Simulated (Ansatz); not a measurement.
# Al started on a Sn site and H started at a bond centre in zincblende SnC, 17 atoms, charge 0

Aim: a base single point, then the same cell under other settings, to see what each one moves.

All numbers are computed with Ansatz 0.2.0 (PAW, plane waves).

### 1 The starting cell

17 atoms (7 Sn, 8 C, 1 Al, 1 H); a = 10.068 Å, b = 5.034 Å, c = 5.034 Å, α = 90.00°, β = 90.00°, γ = 90.00°. All atoms were shaken off their sites by about 0.10 Å along each axis. Defect site 1: (0.500, 0.500, 0.500). Defect site 2: (0.562, 0.375, 0.375).

Structure file:

```cif
data_structure
_symmetry_space_group_name_H-M 'P 1'
_symmetry_Int_Tables_number 1
_cell_length_a 10.0680
_cell_length_b 5.0340
_cell_length_c 5.0340
_cell_angle_alpha 90.000
_cell_angle_beta 90.000
_cell_angle_gamma 90.000
_cell_volume 255.13
loop_
_atom_site_label
_atom_site_type_symbol
_atom_site_fract_x
_atom_site_fract_y
_atom_site_fract_z
_atom_site_occupancy
Sn1 Sn 0.00366 0.00314 0.00077 1
Sn2 Sn 0.49189 0.98723 0.97177 1
Sn3 Sn 0.25507 0.46707 0.00795 1
Sn4 Sn 0.75096 0.50558 0.99725 1
Sn5 Sn 0.25629 0.03421 0.50539 1
Sn6 Sn 0.74004 0.98896 0.51271 1
Sn7 Sn 0.98176 0.52248 0.52460 1
C1 C 0.11657 0.27201 0.26182 1
C2 C 0.62894 0.23712 0.23426 1
C3 C 0.37504 0.74707 0.24612 1
C4 C 0.89916 0.74168 0.24518 1
C5 C 0.37348 0.25176 0.74050 1
C6 C 0.87444 0.24705 0.73995 1
C7 C 0.11944 0.77210 0.77132 1
C8 C 0.62097 0.76217 0.74414 1
Al1 Al 0.49487 0.49742 0.50605 1
H1 H 0.57073 0.40497 0.39040 1
```

### 2 Single point with PBEsol

in.yaml

```yaml
crystal:
  lattice:
    - [10.067962, 0.000000, 0.000000]
    - [0.000000, 5.033981, 0.000000]
    - [0.000000, 0.000000, 5.033981]
  atoms:
    - { symbol: Sn, position: [0.003662, 0.003140, 0.000774] }
    - { symbol: Sn, position: [0.491885, 0.987235, 0.971772] }
    - { symbol: Sn, position: [0.255066, 0.467073, 0.007945] }
    - { symbol: Sn, position: [0.750964, 0.505577, 0.997248] }
    - { symbol: Sn, position: [0.256295, 0.034207, 0.505394] }
    - { symbol: Sn, position: [0.740036, 0.988960, 0.512713] }
    - { symbol: Sn, position: [0.981756, 0.522481, 0.524604] }
    - { symbol: C, position: [0.116570, 0.272013, 0.261819] }
    - { symbol: C, position: [0.628941, 0.237121, 0.234256] }
    - { symbol: C, position: [0.375035, 0.747067, 0.246117] }
    - { symbol: C, position: [0.899164, 0.741681, 0.245175] }
    - { symbol: C, position: [0.373482, 0.251763, 0.740503] }
    - { symbol: C, position: [0.874436, 0.247048, 0.739953] }
    - { symbol: C, position: [0.119436, 0.772098, 0.771323] }
    - { symbol: C, position: [0.620968, 0.762169, 0.744141] }
    - { symbol: Al, position: [0.494866, 0.497420, 0.506051] }
    - { symbol: H, position: [0.570733, 0.404971, 0.390404] }
kpoints:
  mp_grid: { grid: [2, 2, 2], shift: [0.5, 0.5, 0.5] }
hamiltonian:
  xc: pbesol
scf:
  occupations: { method: fermi_dirac, width: 0.01 }
output:
  forces: true
  eigenvalues: true
  stress: true
  populations: true
```

Run with:

```
ansatz run in.yaml --threads 8 --pin off --max-ram 13300MiB --runs-dir r --events-out ev --progress --plain
```

Log:

```text
Pseudopotentials: kind: paw
Functional definition: PBEsol
  exchange = pbesol_x
  correlation = pbesol_c
Crystal: 17 atoms, lattice volume = 255.132 Å³
Basis set: ecut = 420 eV, 5013 PW (Γ), exchange–correlation on 144×72×72 points (8 copies of the dense FFT grid, shifted against one another)
Bands: 84, of which v1, the nominal top of the filled ones, is band 67 counted from 1 (66 counted from 0)
Symmetry: 1 space group operations
Space group: P1 (ITA 1), of the structure as read, at distance tolerance 6.3e-5 Å
k-points: 4 of 8 (time reversal used)
Non-local potential: Sn, projectors of the file, l = 0: 2, l = 1: 2, l = 2: 2, l = 3: 2
Non-local potential: C, projectors of the file, l = 0: 2, l = 1: 2, l = 2: 1
Non-local potential: Al, projectors of the file, l = 0: 2, l = 1: 2, l = 2: 1
Non-local potential: H, projectors of the file, l = 0: 2, l = 1: 1
PAW form: soft (Blöchl's): semilocal exchange-correlation on the pseudo side does not see the compensation charge
PAW frozen core: Sn, regenerated for the run's functional, and the local potential with it (the file was generated under x = pbe(κ = 0.804, μ = 0.2195149727645171), c = pbe(β = 0.06672455060314922))
PAW frozen core: C, regenerated for the run's functional, and the local potential with it (the file was generated under x = pbe(κ = 0.804, μ = 0.2195149727645171), c = pbe(β = 0.06672455060314922))
PAW frozen core: Al, regenerated for the run's functional, and the local potential with it (the file was generated under x = pbe(κ = 0.804, μ = 0.2195149727645171), c = pbe(β = 0.06672455060314922))
PAW one-centre angular grid: Sn, 590 points (default); XC on 64 Gauss nodes
PAW one-centre angular grid: C, 110 points (default); XC on 64 Gauss nodes
PAW one-centre angular grid: Al, 110 points (default); XC on 64 Gauss nodes
PAW one-centre angular grid: H, 110 points (default); XC on 64 Gauss nodes
Initial density: superposition of atomic densities (neutral atoms: chi_scale 0, normalization atom), corrected by the library's trained network
Initial wavefunctions: pseudopotential atomic-orbital guess
Functional: x = pbesol(κ = 0.804, μ = 0.12345679012345678), c = pbesol(β = 0.046)
SCF iter   1: F=—  HF=-44142.863954 eV  |F-HF|=—  |Δ(HF+E_count)|=         —  Δρ=1.34e-2  dr2=1.07e0  ethr=1.77e-3  ⟨swp⟩=7.0  Hψ=1409  notcnv=0  defer=1
preconditioner: auto → Resta (q_TF=auto, 2.451 Å⁻¹)  ε∞=3.3  [insulator: Δε(μ)=2.190 eV  Ē_g=17.677 eV  σ=0.010 eV  W_gap=1.00  n_scr=54 (ndim 8)  ℏωp=26.9 eV  f_vac=0.000  D(μ)=0.00/eV (n_scr^D=0)  ε∞_Penn≈3.3]
SCF iter   2: F=—  HF=-44142.647102 eV  |F-HF|=—  |Δ(HF+E_count)|=   2.17e-1  Δρ=6.01e-3  dr2=1.89e-1  ethr=7.96e-4  ⟨swp⟩=2.8  Hψ=430  notcnv=0  defer=36
SCF iter   3: F=—  HF=-44142.598925 eV  |F-HF|=—  |Δ(HF+E_count)|=   4.82e-2  Δρ=1.35e-3  dr2=3.83e-3  ethr=1.41e-4  ⟨swp⟩=3.5  Hψ=492  notcnv=0  defer=36
SCF iter   4: F=—  HF=-44142.598126 eV  |F-HF|=—  |Δ(HF+E_count)|=   7.99e-4  Δρ=2.14e-4  dr2=1.23e-4  ethr=2.86e-6  ⟨swp⟩=3.0  Hψ=553  notcnv=0  defer=35
SCF iter   5: F=—  HF=-44142.598114 eV  |F-HF|=—  |Δ(HF+E_count)|=   1.21e-5  Δρ=6.74e-5  dr2=1.01e-5  ethr=9.19e-8  ⟨swp⟩=2.0  Hψ=569  notcnv=0  defer=35
SCF iter   6: F=—  HF=-44142.598188 eV  |F-HF|=—  |Δ(HF+E_count)|=   7.36e-5  Δρ=1.46e-5  dr2=7.39e-7  ethr=7.53e-9  ⟨swp⟩=2.8  Hψ=667  notcnv=0  defer=35
SCF iter   7: F=-44142.598188 eV  HF=-44142.598188 eV  |F-HF|=5.81e-9  |Δ(HF+E_count)|=   7.02e-8  Δρ=3.53e-6  dr2=2.75e-8  ethr=7.46e-11  ⟨swp⟩=14.0  Hψ=1600  notcnv=0
SCF 1 converged in 7 iterations: F = -44142.598188 eV  dr2 = 2.75e-8
SCF converged after 7 iterations
Free energy (F): -44142.598188 eV
Harris-Foulkes:  -44142.598188 eV  (|F-HF|=5.81e-9)
Internal energy: -44142.598188 eV  (E = F + TS)
E sigma→0 (E₀):  -44142.598188 eV
Fermi energy:    11.058414 eV
--- Per-component energies (eV) ---
  E_band       = -456.992944
  E_kinetic    = 2057.011041
  E_local      = -7309.988443  (includes V_loc(G=0)·N_el)
  E_nonlocal   = 24.506233
  E_hartree    = 4273.836858
  E_xc         = -3074.832267
  E_vxc        = -1184.118321  (∫ρ·V_xc dr)
  E_paw        = -29705.921057  (= ΣΔE_a)
  E_vpaw       = -2592.076070  (= ΣTr[D̂ρ^β])
  E_aug_tail   = -0.001667  (compensation charges beyond the density's cutoff)
  E_ewald      = -10409.390708
  E_core_change = 2.181821  (= ΣΔE_core)
  E_smearing   = -0.000000  (= −TS)
  E_closure    = 0.000000  (closes the sum)
  Σ components = -44142.598188   (vs F -44142.598188, Δ=0.00e0)
--- Forces (eV/Å), atoms counted from 1 ---
  atom   1  Sn    -0.16370838     1.82370023     1.13363453
  atom   2  Sn    -0.62491813     0.16622920     1.73663922
  atom   3  Sn    -1.37906208     3.01002963     0.20153847
  atom   4  Sn     0.69160013     0.35923329    -0.06485354
  atom   5  Sn    -2.65212343    -3.15177085    -1.77174972
  atom   6  Sn     2.52294838     0.71167819    -1.71822582
  atom   7  Sn     3.97205494    -1.00751377     0.47721791
  atom   8  C      0.19096959    -0.58901311     0.40056486
  atom   9  C     -1.32506486     1.47957558     1.32357523
  atom  10  C      0.87998221    -0.59271959     0.89867772
  atom  11  C     -4.46674983     1.36705512    -1.05216161
  atom  12  C      2.58192920     1.59553676     0.10680041
  atom  13  C     -1.43071591    -0.58800225     1.16079988
  atom  14  C      1.95313050    -1.81182521    -1.77253459
  atom  15  C     -0.52470419    -2.84671188     0.01460671
  atom  16  Al   -16.61801891    11.02508961    12.19037315
  atom  17  H     16.39246489   -10.95058242   -13.26491181
  max |Σ_I F_I| component: 1.41e-5 eV/Å
--- Stress (GPa, compression-positive) ---
        6.186008      -3.653021      -6.544881
       -3.653044       2.824427       1.278290
       -6.544855       1.278275       6.114921
  P = ⅓ Tr σ = 5.0418 GPa (50.418 kbar)
--- Band table (eV) ---
  k-point 0: bands = ["-11.2153", "-11.1862", "-11.1060", "-11.0945", "-11.0906", "-11.0560", "-11.0390", "-11.0251", "-11.0153", "-10.9943", "-10.9916", "-10.9851", "-10.9634", "-10.8925", "-10.8812", "-10.7665", "-10.7139", "-10.6682", "-10.6618", "-10.6310", "-10.5929", "-10.5828", "-10.5619", "-10.5508", "-10.5440", "-10.5354", "-10.5226", "-10.5139", "-10.5065", "-10.4892", "-10.4686", "-10.4634", "-10.4563", "-10.4314", "-10.3990", "-3.4762", "-2.4683", "-1.8191", "-1.2435", "-0.5533", "-0.2734", "-0.0838", "0.4043", "2.2599", "2.9457", "3.1177", "3.6315", "4.0803", "4.2793", "4.9728", "5.7341", "6.0387", "6.5095", "6.7712", "6.8581", "7.1594", "7.3776", "7.5384", "7.7267", "7.8632", "8.1881", "8.2441", "8.3896", "8.9902", "9.2938", "9.4789", "10.1924", "12.3008", "12.4862", "12.6311", "12.7940", "12.9957", "13.3236", "13.5528", "13.7381", "13.8883", "14.7853", "14.9437", "15.0453", "15.2608", "15.5227", "15.7608", "16.1428", "16.4437"]
  k-point 1: bands = ["-11.2061", "-11.1684", "-11.1285", "-11.1119", "-11.0722", "-11.0565", "-11.0443", "-11.0242", "-11.0137", "-11.0055", "-10.9926", "-10.9709", "-10.9671", "-10.8923", "-10.8813", "-10.7545", "-10.7191", "-10.6683", "-10.6629", "-10.6322", "-10.5958", "-10.5836", "-10.5711", "-10.5535", "-10.5379", "-10.5325", "-10.5254", "-10.5144", "-10.5071", "-10.4836", "-10.4775", "-10.4654", "-10.4508", "-10.4263", "-10.3993", "-3.4719", "-2.4669", "-1.8515", "-1.2222", "-0.7128", "-0.1206", "0.0923", "0.2796", "2.0145", "3.1167", "3.2637", "3.6664", "3.9620", "4.2171", "5.1883", "5.8263", "6.2157", "6.4071", "6.5574", "6.7928", "7.0423", "7.1026", "7.5316", "7.8950", "7.9908", "8.1290", "8.2589", "8.4508", "9.1058", "9.2637", "9.4853", "10.0583", "11.9390", "12.5291", "12.6349", "12.7130", "12.9824", "13.2461", "13.4754", "13.9133", "14.3156", "14.6113", "14.9399", "15.2145", "15.3978", "15.5533", "15.7273", "16.0785", "16.3607"]
  k-point 2: bands = ["-11.2061", "-11.1684", "-11.1286", "-11.1118", "-11.0722", "-11.0565", "-11.0444", "-11.0242", "-11.0136", "-11.0055", "-10.9926", "-10.9709", "-10.9670", "-10.8922", "-10.8813", "-10.7547", "-10.7188", "-10.6682", "-10.6629", "-10.6326", "-10.5958", "-10.5836", "-10.5711", "-10.5534", "-10.5378", "-10.5326", "-10.5256", "-10.5145", "-10.5071", "-10.4838", "-10.4774", "-10.4654", "-10.4507", "-10.4263", "-10.3993", "-3.4725", "-2.4493", "-1.9057", "-1.1550", "-0.6945", "-0.2604", "0.1631", "0.3103", "2.0068", "3.1237", "3.2452", "3.6143", "3.9702", "4.2980", "5.1558", "5.8434", "6.2709", "6.3638", "6.4504", "6.8754", "7.0163", "7.2190", "7.4929", "7.8580", "7.9167", "8.1547", "8.2844", "8.4889", "9.0114", "9.2527", "9.5359", "10.0944", "11.9225", "12.5039", "12.5902", "12.7282", "13.0538", "13.2783", "13.5674", "13.6443", "14.3767", "14.8310", "14.8679", "15.1445", "15.3589", "15.6214", "15.7907", "16.1927", "16.2703"]
  k-point 3: bands = ["-11.2153", "-11.1862", "-11.1060", "-11.0945", "-11.0906", "-11.0559", "-11.0390", "-11.0250", "-11.0151", "-10.9944", "-10.9916", "-10.9852", "-10.9634", "-10.8925", "-10.8813", "-10.7665", "-10.7138", "-10.6682", "-10.6617", "-10.6310", "-10.5929", "-10.5829", "-10.5620", "-10.5508", "-10.5441", "-10.5354", "-10.5227", "-10.5140", "-10.5065", "-10.4891", "-10.4685", "-10.4634", "-10.4562", "-10.4314", "-10.3990", "-3.4759", "-2.4458", "-1.9222", "-1.0886", "-0.5601", "-0.2943", "-0.0477", "0.2464", "2.4477", "2.9534", "3.0459", "3.6100", "4.0713", "4.2968", "4.8943", "5.7617", "6.0392", "6.4851", "6.7263", "6.8016", "7.1450", "7.4859", "7.6533", "7.7354", "7.8849", "8.0923", "8.2152", "8.4803", "9.0075", "9.2617", "9.4345", "10.1844", "12.3982", "12.5708", "12.6398", "12.7250", "12.9915", "13.2528", "13.3680", "13.6753", "14.0472", "14.5586", "14.9932", "15.1541", "15.3422", "15.4724", "15.8315", "16.1781", "16.4606"]
--- Löwdin populations: 17 sites ---
  site symbol       q [e]
     0     Sn     12.9325
     1     Sn     12.9550
     2     Sn     12.9929
     3     Sn     13.0465
     4     Sn     13.0040
     5     Sn     13.0205
     6     Sn     12.9393
     7      C      4.9328
     8      C      4.7270
     9      C      4.9276
    10      C      4.9303
    11      C      5.0158
    12      C      4.9518
    13      C      4.9307
    14      C      4.9797
    15     Al      2.1869
    16      H      1.0698
  spilling = 0.003409 (of n_electrons = 134.000000)
```

It took 3.2 s on 8 threads of Intel Xeon Platinum 8259CL at 2.50GHz, shared host; peak memory 0.79 GiB.

Top filled level 10.192 eV, lowest empty level 11.922 eV: 1.73 eV apart at a 2×2×2 mesh.

### 3 Variant: smearing width 2.0 eV, xc grid 2

Changes to in.yaml since step 2:

```diff
@@ -25,2 +25,3 @@
   mp_grid: { grid: [2, 2, 2], shift: [0.5, 0.5, 0.5] }
+basis: { xc_grid: 2 }
 hamiltonian:
@@ -28,3 +29,4 @@
 scf:
-  occupations: { method: fermi_dirac, width: 0.01 }
+  occupations: { method: fermi_dirac, width: 2 }
+  max_iter: 100
 output:
@@ -33,2 +35 @@
   stress: true
-  populations: true
```

Run with:

```
ansatz run in.yaml --threads 8 --pin off --max-ram 13300MiB --runs-dir r --events-out ev --progress --plain
```

Log, cut to the lines that bear on the results:

```text
band count auto-derived: 195 (N_el = 134.0; filled up to band 67; 84 by the electrons, moments and atoms)
[... 2 set-up lines as earlier in the session ...]
[...]
Crystal: 17 atoms, lattice volume = 255.132 Å³
Basis set: ecut = 420 eV, 5013 PW (Γ), exchange–correlation on 144×72×72 points (8 copies of the dense FFT grid, shifted against one another)
Bands: 195, of which v1, the nominal top of the filled ones, is band 67 counted from 1 (66 counted from 0)
[... 2 set-up lines as earlier in the session ...]
k-points: 4 of 8 (time reversal used)
[...]
SCF iter   1: F=—  HF=-44174.557760 eV  |F-HF|=—  |Δ(HF+E_count)|=         —  Δρ=2.93e-2  dr2=4.19e0  ethr=1.77e-3  ⟨swp⟩=11.0  Hψ=4642  notcnv=0
[...]
SCF iter   9: F=-44173.553423 eV  HF=-44173.553423 eV  |F-HF|=2.41e-8  |Δ(HF+E_count)|=   4.71e-8  Δρ=2.47e-6  dr2=2.38e-8  ethr=7.46e-11  ⟨swp⟩=8.8  Hψ=2870  notcnv=0
[...]
SCF converged after 9 iterations
Free energy (F): -44173.553423 eV
[...]
E sigma→0 (E₀):  -44136.417787 eV
Entropy (-TS):   -74.271272 eV (-4368.898 meV/atom)
Fermi energy:    10.627609 eV
[...]
--- Forces (eV/Å), atoms counted from 1 ---
  atom   1  Sn    -0.81933604     1.89268810     0.82989695
  atom   2  Sn    -0.05960688     0.46466191     1.42948321
  atom   3  Sn    -0.54965457     1.75545390    -0.01443621
  atom   4  Sn    -0.00236729     0.33425971     0.14344158
  atom   5  Sn    -1.70039836    -2.35017340    -1.55674870
  atom   6  Sn     1.53984877     0.63809415    -1.60090772
  atom   7  Sn     2.63426030    -0.92222970     0.99573549
  atom   8  C     -0.59929320    -0.08789649     0.63886575
[...]
--- Stress (GPa, compression-positive) ---
       29.833671      -4.363048      -7.886022
       -4.363083      25.591619       2.050492
       -7.885995       2.050462      28.432182
  P = ⅓ Tr σ = 27.9525 GPa (279.525 kbar)
--- Band table (eV) ---
[...]
```

Run time: 5.4 s. Hardware: 8 threads of Intel Xeon Platinum 8259CL at 2.50GHz, shared host; peak memory 1.3 GiB.

Compared with the base run, energy +363.6 meV/atom; forces by 0.688 eV/Å rms; pressure +22.91 GPa. These settings are too loose to trust, converged or not.

### 4 Run again with smearing width 0.1 eV, mixing beta 1.0

Changes to in.yaml since step 3:

```diff
@@ -25,3 +25,2 @@
   mp_grid: { grid: [2, 2, 2], shift: [0.5, 0.5, 0.5] }
-basis: { xc_grid: 2 }
 hamiltonian:
@@ -29,4 +28,5 @@
 scf:
-  occupations: { method: fermi_dirac, width: 2 }
-  max_iter: 100
+  occupations: { method: fermi_dirac, width: 0.1 }
+  max_iter: 70
+  mixing: { beta: 1 }
 output:
```

Run with:

```
ansatz run in.yaml --threads 8 --pin off --max-ram 13300MiB --runs-dir r --events-out ev --progress --plain
```

Log, cut to the lines that bear on the results:

```text
[... 2 set-up lines as earlier in the session ...]
[...]
Crystal: 17 atoms, lattice volume = 255.132 Å³
Basis set: ecut = 420 eV, 5013 PW (Γ), exchange–correlation on 144×72×72 points (8 copies of the dense FFT grid, shifted against one another)
Bands: 84, of which v1, the nominal top of the filled ones, is band 67 counted from 1 (66 counted from 0)
[... 2 set-up lines as earlier in the session ...]
k-points: 4 of 8 (time reversal used)
[...]
SCF iter   1: F=—  HF=-44142.859590 eV  |F-HF|=—  |Δ(HF+E_count)|=         —  Δρ=1.34e-2  dr2=1.08e0  ethr=1.77e-3  ⟨swp⟩=7.0  Hψ=1451  notcnv=0
[...]
SCF iter   9: F=-44142.598227 eV  HF=-44142.598227 eV  |F-HF|=5.74e-9  |Δ(HF+E_count)|=   1.03e-8  Δρ=4.19e-6  dr2=4.71e-8  ethr=7.46e-11  ⟨swp⟩=10.8  Hψ=1423  notcnv=0
[...]
SCF converged after 9 iterations
Free energy (F): -44142.598227 eV
[...]
E sigma→0 (E₀):  -44142.598036 eV
Entropy (-TS):   -0.000382 eV (-0.022 meV/atom)
Fermi energy:    11.072586 eV
[...]
--- Forces (eV/Å), atoms counted from 1 ---
  atom   1  Sn    -0.16387986     1.82369526     1.13362458
  atom   2  Sn    -0.62452771     0.16629337     1.73660551
  atom   3  Sn    -1.37881718     3.00992760     0.20152836
  atom   4  Sn     0.69138559     0.35920180    -0.06482950
  atom   5  Sn    -2.65185645    -3.15170972    -1.77170755
  atom   6  Sn     2.52273431     0.71169448    -1.71825799
  atom   7  Sn     3.97186824    -1.00753948     0.47721171
  atom   8  C      0.19088165    -0.58899431     0.40054296
[...]
--- Stress (GPa, compression-positive) ---
        6.186463      -3.653324      -6.545135
       -3.653347       2.824669       1.279077
       -6.545109       1.279062       6.115081
  P = ⅓ Tr σ = 5.0421 GPa (50.421 kbar)
--- Band table (eV) ---
[...]
```

Run time: 2.7 s. Hardware: 8 threads of Intel Xeon Platinum 8259CL at 2.50GHz, shared host; peak memory 0.75 GiB.

Change from the base: energy 0.0 meV/atom; forces by 0.000 eV/Å rms; pressure 0.00 GPa; frontier spacing 1.73 eV (base 1.73).

### 5 Variant: cutoff 120 eV

Changes to in.yaml since step 4:

```diff
@@ -25,2 +25,3 @@
   mp_grid: { grid: [2, 2, 2], shift: [0.5, 0.5, 0.5] }
+basis: { ecutwfc: 120 }
 hamiltonian:
@@ -28,5 +29,4 @@
 scf:
-  occupations: { method: fermi_dirac, width: 0.1 }
+  occupations: { method: fermi_dirac, width: 0.01 }
   max_iter: 70
-  mixing: { beta: 1 }
 output:
```

Run with:

```
ansatz run in.yaml --threads 8 --pin off --max-ram 13300MiB --runs-dir r --events-out ev --progress --plain
```

Log, cut to the lines that bear on the results:

```text
[... 2 set-up lines as earlier in the session ...]
[...]
Crystal: 17 atoms, lattice volume = 255.132 Å³
Basis set: ecut = 120 eV, 757 PW (Γ), exchange–correlation on 72×36×36 points (8 copies of the dense FFT grid, shifted against one another)
Bands: 84, of which v1, the nominal top of the filled ones, is band 67 counted from 1 (66 counted from 0)
[... 2 set-up lines as earlier in the session ...]
k-points: 4 of 8 (time reversal used)
[...]
SCF iter   1: F=—  HF=-43460.995176 eV  |F-HF|=—  |Δ(HF+E_count)|=         —  Δρ=4.54e-1  dr2=3.34e2  ethr=1.77e-3  ⟨swp⟩=8.2  Hψ=1692  notcnv=0
[...]
SCF iter  10: F=-43240.154918 eV  HF=-43240.154918 eV  |F-HF|=5.82e-10  |Δ(HF+E_count)|=   3.60e-8  Δρ=1.05e-6  dr2=2.70e-9  ethr=7.46e-11  ⟨swp⟩=12.5  Hψ=1239  notcnv=0
[...]
SCF converged after 10 iterations
Free energy (F): -43240.154918 eV
[...]
E sigma→0 (E₀):  -43240.154918 eV
Fermi energy:    11.482761 eV
[...]
--- Forces (eV/Å), atoms counted from 1 ---
  atom   1  Sn    -0.45724893     0.34611712     3.32229887
  atom   2  Sn     0.89576498    -0.45809134     2.65171341
  atom   3  Sn    -1.74613811     5.27496978     0.88054765
  atom   4  Sn    -1.51643704    -2.98131116     1.92652481
  atom   5  Sn    -2.49710756    -2.54026257    -2.46520403
  atom   6  Sn     0.44997833     3.59692665    -3.90199841
  atom   7  Sn     4.78277146    -3.10666716    -1.43534737
  atom   8  C      0.43381182    -0.19305924    -0.18814315
[...]
--- Stress (GPa, compression-positive) ---
       -0.106956      -6.484734      -6.196042
       -6.484776      -0.386100       4.073828
       -6.196020       4.073805       4.663440
  P = ⅓ Tr σ = 1.3901 GPa (13.901 kbar)
--- Band table (eV) ---
[...]
```

It took 1.2 s on 8 threads of Intel Xeon Platinum 8259CL at 2.50GHz, shared host; peak memory 0.42 GiB.

Change from the base: energy +53084.9 meV/atom; forces by 1.517 eV/Å rms; pressure -3.65 GPa; frontier spacing 0.59 eV (base 1.73). These settings are too loose to trust, converged or not.

[end of part 1 of 2]
